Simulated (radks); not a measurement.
# Ionisation of K: one atom, several choices of relativity

An exercise on one series of results from a longer session: the logs are not shown, and one member is left open.

The numbers are computed with radks (a radial shooting solver on a logarithmic mesh, Libxc functionals) version 1 (Kohn-Sham, PBE, spin-unpolarised, spherical densities), except any that are marked as measured or tabulated.

2 further runs of the same task are left out: 2 set aside as unsound or not needed.

## What is computed

```
element       : potassium (Z = 19)
charge        : 0
electrons     : 19
configuration : [Ar] 4s1
ion           : K⁺, [Ar]
choices       : non-relativistic; scalar-relativistic; Dirac, 2j+1 shares; scalar-relativistic, finite nucleus; Dirac, 2j+1 shares, finite nucleus; Dirac, c × 1.5; Dirac, c × 100; Dirac, c × 0.85
```

Outer shells as boxes (Hund's rule):

K
```
[Ar] core
4s [↑ ]
```

K⁺
```
[Ne] core
3s [↑↓]
3p [↑↓][↑↓][↑↓]
```

The first run:

The run's settings:

```text
Z 19
configuration [Ar] 4s1 3d0 4p0
relativity non-relativistic
functional pbe,pbe
spin unpolarised
nucleus point
```

On the command line:

```bash
$ python run_ks.py task.json out
```

The same process makes all the runs of this session.

Among the steps run: non-relativistic: K.

One table of the session follows, with a row left open; its other results are not shown here.

Sizes of the orbitals, from the radial functions (bohr):

```
level      <r>  outermost maximum (interpolated)  90 % within  nodes
   1s  0.08155                            0.0535        0.145      0
   2s   0.3900                             0.320        0.608      1
   2p   0.3514                             0.263        0.580      0
   3s    1.275                              1.08         1.92      2
   3p    1.436                              1.16         2.24      1
   4s    5.026                              4.19         7.63      3
   4p        ?                                 ?            ?      ?
```

**Question.** Estimate the row for 4p.

The run gave: <r>: 7.119; outermost maximum (interpolated): 5.73; 90 % within: 10.9; nodes: 2. In the column «<r>» it is the highest.

Limits of these values: Runs with a scaled speed of light are not ranked. Spin polarisation and multiplet splitting of open shells are left out at every level.
